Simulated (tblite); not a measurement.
# C6H14ClFSi: the cost of one run

Computed with tblite 0.8.0 and PySCF 2.14.0, with density-fitted response routines of our own, on a single molecule in the gas phase. Atoms count from 0, in the outputs and in this text.

## 1. The starting structure

23 atoms, charge 0, multiplicity 1; geometry from: force field or distance geometry start.

Bonds of the start (Å): C0–C1 1.54, C1–Si2 1.96, C1–C3 1.59, C3–C4 1.55, C3–C5 1.55, C5–F6 1.36, C3–C7 1.55, C7–Cl8 1.78, C0–H9 1.10, C0–H10 1.09, C0–H11 1.09, C1–H12 1.11, Si2–H13 1.48, Si2–H14 1.49, Si2–H15 1.48, C4–H16 1.09, C4–H17 1.09, C4–H18 1.10, C5–H19 1.09, C5–H20 1.10, C7–H21 1.09, C7–H22 1.10.

## 2. Optimising the geometry with GFN2-xTB

Job settings and geometry (Å):

```
{"job": {"kind": "relax", "xc": "GFN2-xTB", "basis": "xTB"}, "charge": 0, "multiplicity": 1}
C      1.229000    -0.965200    -1.386600
C      0.625600    -0.719800     0.013100
Si     2.063000    -0.244300     1.252100
C     -0.658200     0.219200     0.012400
C     -1.741600    -0.447400    -0.867300
C     -1.266600     0.314100     1.440000
F     -1.408800    -0.933900     1.953500
C     -0.321900     1.633900    -0.512900
Cl    -1.719500     2.739200    -0.551200
H      0.474100    -1.382300    -2.066500
H      2.044300    -1.684000    -1.350000
H      1.610800    -0.044000    -1.824800
H      0.306900    -1.708600     0.400700
H      3.137100    -1.257600     1.180600
H      1.519800    -0.122500     2.630500
H      2.578900     1.083400     0.842900
H     -1.871500    -1.500300    -0.617800
H     -2.718700     0.030000    -0.754100
H     -1.484300    -0.377300    -1.931000
H     -2.248700     0.778100     1.447700
H     -0.637800     0.898100     2.132300
H      0.046600     1.587900    -1.542000
H      0.436900     2.130400     0.108300
```

On the command line:

```
OMP_NUM_THREADS=1 python probes_run.py task.json out
```

This one command runs all jobs of the session in turn.

Q: Estimate the wall time of this first job on 1 thread of Arm Neoverse N1, shared host.

About 2.3 s.
